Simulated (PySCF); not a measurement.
# BeS+: bond curves at several levels of theory

Aim: find the lowest electronic state of BeS+, scan its bond at several levels of theory, and get bond length, wavenumber and dissociation energy from each curve.

Method: Be aug-pcseg-1, S aug-pcseg-1, no relativity; program: PySCF 2.14.0.

### Step 1. Input

The job is set up so:

```yaml
atoms: Be, S
charge: 1
basis: Be aug-pcseg-1, S aug-pcseg-1
Hamiltonian: no relativity
basis_functions: 40
electrons_treated: 19
masses_in_u: 9.0122, 31.9721
levels: PBE0, PBE, r²SCAN, B3LYP, B97-3, M06-2X, ωB97X, HF, MP2, SCS-MP2, CCSD, CCSD(T)
grid: 80 radial by 434 angular points
occupations: held fixed by the projection of orbital angular momentum
dissociation_limit: Be+ + S, each in its ground configuration
starting_distance_in_angstrom: 2.045
values_of_2S_to_try: 1, 3
```

Launch:

```bash
$ OMP_NUM_THREADS=1 python dia.py task.json out
```

The runs that follow: PBE0 along the bond; Other states along the same grid; PBE; r²SCAN (meta-GGA); B3LYP; B97-3; M06-2X; ωB97X (range-separated hybrid); UHF (mean field); MP2 and coupled cluster.

Q: Predict the outcome of this session. Wanted: for each run, Re; ωe; De; μ.

The runs gave:

Lowest PBE0 solution found, without spin–orbit coupling: ²Π (doublet), unpaired electrons π ↑. State 2 has its PBE0 minimum 1.42 eV higher. State 3 has its PBE0 minimum 1.53 eV higher, as a spin-mixed determinant (⟨S²⟩ = 1.76), so this is no gap between pure states. The other levels ran on the lowest alone.

| level | Re (Å) | ωe (cm⁻¹) | De (eV) | μ (D) |
| --- | --- | --- | --- | --- |
| UHF | 1.852 | 863 | 1.76 | -8.25 |
| UHF-MP2 | 1.865 | 843 | 2.64 | n/a |
| UHF-SCS-MP2 | 1.867 | 835 | 2.63 | n/a |
| UHF-CCSD | 1.870 | 822 | 2.64 | n/a |
| UHF-CCSD(T) | 1.876 | 812 | 2.72 | n/a |
| PBE | 1.861 | 831 | 3.38 | -7.18 |
| r²SCAN | 1.855 | 852 | 3.20 | -7.58 |
| B3LYP | 1.852 | 844 | 3.20 | -7.38 |
| PBE0 | 1.848 | 858 | 3.19 | -7.51 |
| B97-3 | 1.849 | 859 | 3.30 | -7.55 |
| M06-2X | 1.844 | 864 | 3.18 | -7.57 |
| ωB97X | 1.849 | 864 | 3.11 | -7.95 |

De is counted to Be+ + S in their ground configurations. A positive dipole points from Be to S; in an ion it is taken about the centre of mass and does not tell which atom is negative.

Differences from CCSD(T) in the same basis:

```
      level  Re (mÅ)  ωe (%)
        UHF      -24    +6.3
    UHF-MP2      -11    +3.8
UHF-SCS-MP2       -9    +2.9
   UHF-CCSD       -6    +1.2
        PBE      -15    +2.4
     r²SCAN      -21    +4.9
      B3LYP      -24    +4.0
       PBE0      -28    +5.6
      B97-3      -27    +5.8
     M06-2X      -32    +6.3
      ωB97X      -28    +6.4
```

**Reading.** Against CCSD(T) in the same basis, the bond length is nearest at UHF-CCSD (-6 mÅ) and farthest at M06-2X (-32 mÅ); the wavenumber is nearest at UHF-CCSD (+1.2 %) and farthest at ωB97X (+6.4 %). Hartree–Fock makes the bond too short and too stiff against this reference, as it mostly does. CCSD(T) in a basis this small is itself some way from its limit, more so than the functionals. Among the levels with a De in the table, it runs from 1.76 eV (UHF) to 3.38 eV (PBE).

Correlated steps freeze 5 core orbitals.
